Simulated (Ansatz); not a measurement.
# C2H12BPSi2: the cost of one run

Program: Ansatz 0.2.0. Level of theory: RKS PBE-D4/6-31G. These are calculated values, not measurements.

### Step 1. The system as given

Bond lengths (14 of 17 bonds, heavy atoms first): C1–C2 1.534 Å, C2–Si3 1.860 Å, C2–B4 1.524 Å, B4–Si5 1.997 Å, B4–P6 1.966 Å, C1–H7 1.098 Å, C1–H8 1.175 Å, C1–H9 1.063 Å, C2–H10 1.089 Å, Si3–H11 1.485 Å, Si3–H12 1.493 Å, Si3–H13 1.463 Å, Si5–H14 1.508 Å, Si5–H15 1.449 Å. Angles (14 of 30 angles, heavy atoms first): C1–C2–Si3 109.1°, C1–C2–B4 112.6°, Si3–C2–B4 109.6°, C2–B4–Si5 121.0°, C2–B4–P6 123.3°, Si5–B4–P6 115.7°, C1–C2–H10 108.2°, Si3–C2–H10 107.5°, B4–C2–H10 109.7°, C2–C1–H7 112.8°, C2–C1–H8 108.0°, C2–C1–H9 114.9°, C2–Si3–H11 109.1°, C2–Si3–H12 110.0°.

The coordinates stand in the first input below.

### Step 2. End point A

Contents of input.yaml:

```yaml
crystal:
  periodic: [false, false, false]
  atoms:
    - { symbol: C, position_ang: [1.6296, 1.0896, 0.6195] }
    - { symbol: C, position_ang: [0.8543, 0.099, -0.2581] }
    - { symbol: Si, position_ang: [1.5103, -1.6167, 0.0344] }
    - { symbol: B, position_ang: [-0.6459, 0.1265, 0.0115] }
    - { symbol: Si, position_ang: [-1.9501, 0.4851, -1.4582] }
    - { symbol: P, position_ang: [-1.4297, -0.1937, 1.7854] }
    - { symbol: H, position_ang: [1.491, 0.9063, 1.6928] }
    - { symbol: H, position_ang: [1.2156, 2.168, 0.4039] }
    - { symbol: H, position_ang: [2.6685, 1.1604, 0.4041] }
    - { symbol: H, position_ang: [1.0436, 0.348, -1.3013] }
    - { symbol: H, position_ang: [2.9679, -1.6356, -0.2506] }
    - { symbol: H, position_ang: [1.3734, -1.9762, 1.4769] }
    - { symbol: H, position_ang: [0.7905, -2.5579, -0.824] }
    - { symbol: H, position_ang: [-2.7594, 1.7058, -1.0972] }
    - { symbol: H, position_ang: [-1.201, 0.7007, -2.6798] }
    - { symbol: H, position_ang: [-2.8525, -0.6174, -1.5954] }
    - { symbol: H, position_ang: [-2.3104, 0.9645, 1.7497] }
    - { symbol: H, position_ang: [-2.4333, -1.1452, 1.3381] }
basis:
  gaussian: { orbitals: "6-31G" }
hamiltonian:
  xc: pbe
  dispersion: d4
relax:
  f_tol: 0.015
  max_steps: 40
```

Run with:

```sh
ansatz run input.yaml --threads 1 --pin off --max-ram 2048MiB --backend cpu --events-out ev --progress --plain --runs-dir out
```

**Question.** How long does this run take on 1 thread of Arm Neoverse V1, shared host, and how much memory does it need?

About 2.7 min, with a peak of 0.17 GiB.
